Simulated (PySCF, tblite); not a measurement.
# C₃H₃F₅S: a rotation path, then NMR shifts on frames

How do NMR shifts of C₃H₃F₅S (`FC(F)(F)C(F)(F)CS`) change as the atoms move?

The runs use tblite 0.8.0 and PySCF 2.14.0, with density-fitted response routines of our own; the level of theory stands in each step. All values are computed, except where a source is named. Atoms are numbered from 0 throughout.

## 1. The starting structure

12 atoms, charge 0, multiplicity 1; geometry from: GFN2-xTB.

Bonds of the start (Å): F0–C1 1.34, C1–F2 1.33, C1–F3 1.33, C1–C4 1.56, C4–F5 1.36, C4–F6 1.36, C4–C7 1.52, C7–S8 1.82, C7–H9 1.09, C7–H10 1.09, S8–H11 1.33.

## 2. A band between two rotamers with GFN2-xTB

Job settings and geometry (Å):

```
{"job": {"kind": "neb", "xc": "GFN2-xTB", "basis": "xTB", "atoms": [0, 1, 4, 6], "turn": 120}, "charge": 0, "multiplicity": 1}
F     -1.642018    -0.268589    -1.245381
C     -1.380801     0.349347    -0.090803
F     -1.176039     1.636626    -0.354939
F     -2.468944     0.261124     0.667694
C     -0.152755    -0.295335     0.612789
F     -0.586258    -1.422350     1.231605
F      0.245876     0.539987     1.602732
C      1.004344    -0.640666    -0.312951
S      1.655323     0.800350    -1.217397
H      1.795784    -1.092678     0.287180
H      0.661599    -1.351577    -1.064792
H      2.045085     1.483074    -0.141764
```

With the program's defaults for keys left out, this is: GFN2-xTB climbing-image nudged elastic band, gas phase.

Run with:

```sh
OMP_NUM_THREADS=1 python probes_run.py task.json out
```

The driver reads the jobs from task.json and runs them one after another.

The program printed:

```text
image   E - E0 / eV
  0      -0.0000
  1       0.0099
  2       0.0378
  3       0.0707
  4       0.0904
  5       0.0843
  6       0.0547
  7       0.0187
  8       0.0000
```

Wall time 1.6 s (1 thread of Intel Xeon 6975P-C, shared host); peak memory 0.18 GiB.

The final band, with the dihedral F0–C1–C4–F6:

```tsv
image	dihedral (°)	energy (eV)	energy (kcal/mol)
0	167	0.000	0.0
1	180	0.010	0.2
2	194	0.038	0.9
3	209	0.071	1.6
4	224	0.090	2.1
5	238	0.084	1.9
6	253	0.055	1.3
7	269	0.019	0.4
8	286	0.000	0.0
```

## 3. Shielding tensors: image 0, PBE0/pcSseg-1

Job settings and geometry (Å):

```
{"job": {"kind": "nmr", "xc": "PBE0", "basis": "pcSseg-1", "pop": false}, "charge": 0, "multiplicity": 1}
F     -1.642000    -0.268600    -1.245400
C     -1.380800     0.349300    -0.090800
F     -1.176000     1.636600    -0.354900
F     -2.468900     0.261100     0.667700
C     -0.152800    -0.295300     0.612800
F     -0.586300    -1.422400     1.231600
F      0.245900     0.540000     1.602700
C      1.004300    -0.640700    -0.313000
S      1.655300     0.800400    -1.217400
H      1.795800    -1.092700     0.287200
H      0.661600    -1.351600    -1.064800
H      2.045100     1.483100    -0.141800
```

Level: GIAO PBE0/pcSseg-1 NMR shielding, non-relativistic, gas phase.

The program printed:

```text
coarse grid: 12176 points
cycle   1  E = -1012.4328198864  dE =  1.453e+00  |g| = 1.112e+00  |ddm| = 3.069e+00
cycle   2  E = -1012.1530224092  dE =  2.798e-01  |g| = 1.786e+00  |ddm| = 1.474e+00
cycle   3  E = -1012.6397689438  dE = -4.867e-01  |g| = 6.665e-02  |ddm| = 9.196e-01
cycle   4  E = -1012.6402954466  dE = -5.265e-04  |g| = 4.644e-02  |ddm| = 9.098e-02
cycle   5  E = -1012.6407271245  dE = -4.317e-04  |g| = 1.081e-02  |ddm| = 4.168e-02
cycle   6  E = -1012.6407472905  dE = -2.017e-05  |g| = 2.511e-03  |ddm| = 1.020e-02
cycle   7  E = -1012.6407482703  dE = -9.797e-07  |g| = 5.177e-04  |ddm| = 2.310e-03
final grid: 119512 points
cycle   8  E = -1012.7288970782  dE = -5.561e-05  |g| = 8.399e-03  |ddm| = 2.351e-02
cycle   9  E = -1012.7288827101  dE =  1.437e-05  |g| = 1.239e-02  |ddm| = 1.413e-02
cycle  10  E = -1012.7289109472  dE = -2.824e-05  |g| = 6.539e-04  |ddm| = 8.251e-03
cycle  11  E = -1012.7289110099  dE = -6.276e-08  |g| = 2.887e-04  |ddm| = 7.756e-04
cycle  12  E = -1012.7289110232  dE = -1.331e-08  |g| = 7.603e-05  |ddm| = 2.543e-04
cycle  13  E = -1012.7289110243  dE = -1.034e-09  |g| = 1.607e-05  |ddm| = 6.938e-05
cycle  14  E = -1012.7289110243  dE = -5.048e-11  |g| = 4.287e-06  |ddm| = 1.822e-05
converged SCF energy = -1012.7289110243

GIAO shielding tensors (ppm)
atom      isotropic    diamagn.    paramagn.     s11        s22        s33       span
  0 F      268.803     473.054    -204.252    193.620    263.928    348.860    155.240
  1 C       58.546     241.657    -183.112     49.623     59.978     66.036     16.412
  2 F      250.657     472.505    -221.848    176.764    253.452    321.756    144.992
  3 F      270.696     469.346    -198.651    195.393    268.452    348.242    152.850
  4 C       64.150     241.724    -177.575     48.035     70.057     74.357     26.322
  5 F      296.896     472.165    -175.268    207.534    338.910    344.245    136.711
  6 F      313.455     473.816    -160.362    221.225    344.283    374.857    153.632
  7 C      153.627     251.246     -97.619    134.446    152.721    173.715     39.269
  8 S      626.581    1054.754    -428.173    502.475    546.269    830.999    328.524
  9 H       28.263      28.987      -0.724     21.809     28.117     34.863     13.054
 10 H       28.815      29.503      -0.687     24.313     27.570     34.564     10.251
 11 H       29.711      29.553       0.158     22.184     28.103     38.846     16.662
```

Run time: 19 s. Hardware: 1 thread of Intel Xeon 6975P-C, shared host; peak memory 0.76 GiB.

The references, computed at this level on geometries of the same kind, shield at (ppm): 1H TMS 31.72, 13C TMS 186.9, 19F CFCl3 170.9, 33S CS2 504. Their shielding less the atom's gives the shift. The references are single molecules in the gas phase, so shifts against H2O, NH3, PH3, H3PO4 or CFCl3 are not on the usual liquid scales and can be off by tens of ppm. Each atom is listed at this fixed geometry, with no averaging over motion; a spectrum would average atoms that exchange fast.

```tsv
atoms	environment	σ (ppm)	δ (ppm)
C1	CF3 carbon	58.5	128.4
C4	fully substituted sp3 carbon bonded to 2 F	64.1	122.8
C7	sp3 CH2 bonded to S	153.6	33.3
H9	hydrogen on an sp3 CH2 bonded to S	28.26	3.45
H10	hydrogen on an sp3 CH2 bonded to S	28.82	2.90
H11	hydrogen on a thiol sulfur	29.71	2.01
F2	fluorine of a CF3 group	250.7	-79.7
F0	fluorine of a CF3 group	268.8	-97.9
F3	fluorine of a CF3 group	270.7	-99.7
F5	fluorine of a CF2 group	296.9	-126.0
F6	fluorine of a CF2 group	313.5	-142.5
S8	thiol sulfur	627	-123
```

Orbitals, density, ELF and potential are computed afterwards from the orbital file.

Frontier orbitals at PBE0/pcSseg-1, with the share of their density that lies nearest to each atom:

```tsv
orbital	energy (eV)	lies on
HOMO	-7.55	S8 78 %; H11 9 %
LUMO	0.27	S8 44 %; H11 20 %; C7 13 %
```

ELF in a plane through or near 5 of the atoms.

Ten even steps from ' ' (0.00) to '@' (1.00):
```
                                                        
                                                        
                                                        
                            ......                      
                ....    ..==####**==::                  
            ..++@@@@**  ..++%%##%%##++..                
            ++@@@@@@@@::  ::##**##%%++                  
            ++@@@@@@@@++----**##**--    ----..          
            ..++@@@@%%**%%**--::==    ++%%##==::        
                --**++**%%**----@@==--####%%##--        
        ..::::::::----::::::==##%%--++##++####==        
        ::--==**##++==::      ..====--==##%%**--        
        ::::**%%@@%%##++..  ..==####++  ..::--..        
        ....++%%@@@@%%++..  ==%%####%%==                
            ::++####**==    ==##%%%%%%**..              
              ..::::::::    ..--++**++--                
                                                        
                                                        
                                                        
                                                        
```
The map spans 10.3 Å across and 8.7 Å up, centred on the molecule. Atoms in the plane (x, y in Å): F2 (1.2, -1.7), F3 (2.5, 0.0), C4 (0.2, 0.5), F5 (0.7, 1.8), H9 (-1.8, 1.1).

On the surface of density 0.002 e/bohr³ the electrostatic potential runs, from the 1st to the 99th percentile, from -0.67 V near F2 to 1.45 V near H11.

## 4. Shielding tensors: image 2, PBE0/pcSseg-1

Job settings and geometry (Å):

```
{"job": {"kind": "nmr", "xc": "PBE0", "basis": "pcSseg-1", "pop": false}, "charge": 0, "multiplicity": 1}
F     -1.957800    -0.545200    -0.943400
C     -1.397600     0.324300    -0.099800
F     -1.105800     1.420700    -0.793200
F     -2.309400     0.661200     0.807200
C     -0.156300    -0.326000     0.572000
F     -0.580800    -1.508200     1.089900
F      0.204200     0.434700     1.633600
C      1.029300    -0.585200    -0.346100
S      1.753500     0.917500    -1.081500
H      1.791300    -1.104200     0.237400
H      0.708600    -1.219200    -1.173400
H      2.022000     1.529000     0.071200
```

With the program's defaults for keys left out, this is: GIAO PBE0/pcSseg-1 NMR shielding, non-relativistic, gas phase.

The program printed:

```text
coarse grid: 12176 points
cycle   1  E = -1012.4302943641  dE =  1.454e+00  |g| = 1.116e+00  |ddm| = 3.067e+00
cycle   2  E = -1012.1477298261  dE =  2.826e-01  |g| = 1.793e+00  |ddm| = 1.474e+00
cycle   3  E = -1012.6389156781  dE = -4.912e-01  |g| = 6.610e-02  |ddm| = 9.165e-01
cycle   4  E = -1012.6394262628  dE = -5.106e-04  |g| = 4.631e-02  |ddm| = 8.933e-02
cycle   5  E = -1012.6398520442  dE = -4.258e-04  |g| = 1.082e-02  |ddm| = 4.103e-02
cycle   6  E = -1012.6398721145  dE = -2.007e-05  |g| = 2.520e-03  |ddm| = 1.004e-02
cycle   7  E = -1012.6398730989  dE = -9.845e-07  |g| = 5.140e-04  |ddm| = 2.304e-03
final grid: 119512 points
cycle   8  E = -1012.7266344007  dE = -5.128e-05  |g| = 8.263e-03  |ddm| = 2.467e-02
cycle   9  E = -1012.7266204878  dE =  1.391e-05  |g| = 1.221e-02  |ddm| = 1.379e-02
cycle  10  E = -1012.7266478612  dE = -2.737e-05  |g| = 6.344e-04  |ddm| = 8.010e-03
cycle  11  E = -1012.7266479200  dE = -5.878e-08  |g| = 2.765e-04  |ddm| = 7.384e-04
cycle  12  E = -1012.7266479320  dE = -1.196e-08  |g| = 7.729e-05  |ddm| = 2.368e-04
cycle  13  E = -1012.7266479330  dE = -1.036e-09  |g| = 1.589e-05  |ddm| = 6.636e-05
cycle  14  E = -1012.7266479331  dE = -4.820e-11  |g| = 4.441e-06  |ddm| = 1.820e-05
converged SCF energy = -1012.7266479331

GIAO shielding tensors (ppm)
atom      isotropic    diamagn.    paramagn.     s11        s22        s33       span
  0 F      269.109     472.044    -202.935    190.303    266.924    350.101    159.798
  1 C       58.405     241.573    -183.168     50.113     59.944     65.158     15.046
  2 F      252.085     473.511    -221.426    190.401    247.985    317.868    127.468
  3 F      270.407     469.835    -199.428    193.651    266.857    350.712    157.061
  4 C       65.367     241.477    -176.110     48.183     69.798     78.121     29.938
  5 F      297.722     472.423    -174.700    197.996    345.828    349.343    151.347
  6 F      313.587     473.646    -160.059    227.209    344.629    368.923    141.715
  7 C      153.785     250.887     -97.102    132.103    154.681    174.573     42.470
  8 S      621.399    1054.547    -433.147    489.143    545.034    830.020    340.877
  9 H       28.145      28.905      -0.760     21.498     28.220     34.717     13.220
 10 H       28.865      29.325      -0.460     24.060     27.971     34.563     10.503
 11 H       29.615      29.435       0.180     22.067     28.320     38.459     16.392
```

It took 15 s on 1 thread of Intel Xeon 6975P-C, shared host; peak memory 0.81 GiB.

Key values: δ C1 128.5, C4 121.6, C7 33.1, F2 -81.1, H9 3.57, H10 2.85 ppm.

(Part 1 of 2 ends here.)
